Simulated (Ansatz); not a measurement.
Relaxation of a periodic cell of 33 atoms, LiAl₃₂ (host Al, host structure fcc, interstitial Li), to a largest force component of 0.03 eV/Å in at most 60 steps.

All numbers below come from Ansatz 0.2.0, DFT LDA, scalar-relativistic, plane waves, PAW. Settings: PAW set soft_1, cutoff 420 eV, k mesh 3x3x3, gaussian smearing 0.15 eV, no spin polarisation.

```xyz
33
Lattice="8.1000 0.0000 0.0000 0.0000 8.1000 0.0000 0.0000 0.0000 8.1000" Properties=species:S:1:pos:R:3
Al 4.050 0.000 0.000
Al 6.075 2.025 0.000
Al 6.075 0.000 2.025
Al 0.000 0.000 0.000
Al 2.025 2.025 0.000
Al 4.050 4.050 0.000
Al 6.075 6.075 0.000
Al 2.025 0.000 2.025
Al 4.050 2.025 2.025
Al 6.075 4.050 2.025
Al 4.050 0.000 4.050
Al 6.075 2.025 4.050
Al 6.075 0.000 6.075
Al 0.000 4.050 0.000
Al 2.025 6.075 0.000
Al 0.000 2.025 2.025
Al 2.025 4.050 2.025
Al 4.050 6.075 2.025
Al 0.000 0.000 4.050
Al 2.025 2.025 4.050
Al 4.050 4.050 4.050
Al 6.075 6.075 4.050
Al 2.025 0.000 6.075
Al 4.050 2.025 6.075
Al 6.075 4.050 6.075
Al 0.000 6.075 2.025
Al 0.000 4.050 4.050
Al 2.025 6.075 4.050
Al 0.000 2.025 6.075
Al 2.025 4.050 6.075
Al 4.050 6.075 6.075
Al 0.000 6.075 6.075
Li -2.102 8.049 0.002
```

**Question.** Where does it end, and by what steps?

**Answer.** The run converged. Limits of this set-up: coarse k mesh, PAW files made for another functional, a small cell, in which the defect meets its images, a typed lattice constant that wasn't relaxed here. After 4 steps the energy has fallen by 2.079 eV; Al1 moved furthest, 0.45 Å.

| step | energy less start (eV) | largest force component (eV/Å) | accepted |
| --- | --- | --- | --- |
| 0 | 0.0000 | 3.285 | yes |
| 1 | -1.2207 | 1.909 | yes |
| 2 | -1.9928 | 0.301 | yes |
| 3 | -2.0711 | 0.071 | yes |
| 4 | -2.0793 | 0.012 | yes |

```xyz
33
Lattice="8.1000 0.0000 0.0000 0.0000 8.1000 0.0000 0.0000 0.0000 8.1000" Properties=species:S:1:pos:R:3
Al 3.603 0.024 -0.001
Al 6.106 2.291 -0.001
Al 6.112 0.021 2.352
Al 0.227 0.015 -0.001
Al 1.992 2.120 0.000
Al 3.974 4.033 0.000
Al 6.116 5.683 -0.001
Al 1.994 0.000 2.117
Al 4.069 1.997 2.001
Al 6.076 4.032 2.111
Al 3.976 0.001 4.051
Al 6.075 2.112 4.051
Al 6.111 0.021 5.753
Al 0.091 4.030 0.000
Al 1.995 5.988 0.000
Al 0.010 2.037 2.038
Al 2.048 4.063 2.055
Al 4.098 6.126 1.970
Al 0.089 0.000 4.051
Al 2.046 2.061 4.050
Al 4.032 4.064 4.049
Al 6.076 5.996 4.051
Al 1.994 0.000 5.983
Al 4.068 1.998 6.098
Al 6.076 4.032 5.988
Al -0.010 6.078 2.020
Al 0.040 4.061 4.050
Al 2.049 6.051 4.049
Al 0.011 2.037 6.061
Al 2.048 4.063 6.045
Al 4.097 6.124 6.129
Al -0.009 6.077 6.080
Li -2.180 8.011 0.004
```

Whether the end is a true minimum wasn't checked by a vibrational analysis.

Time of the run: 42 s on 4 threads of Arm Neoverse V2, on a shared host, peak memory 1.3 GiB.
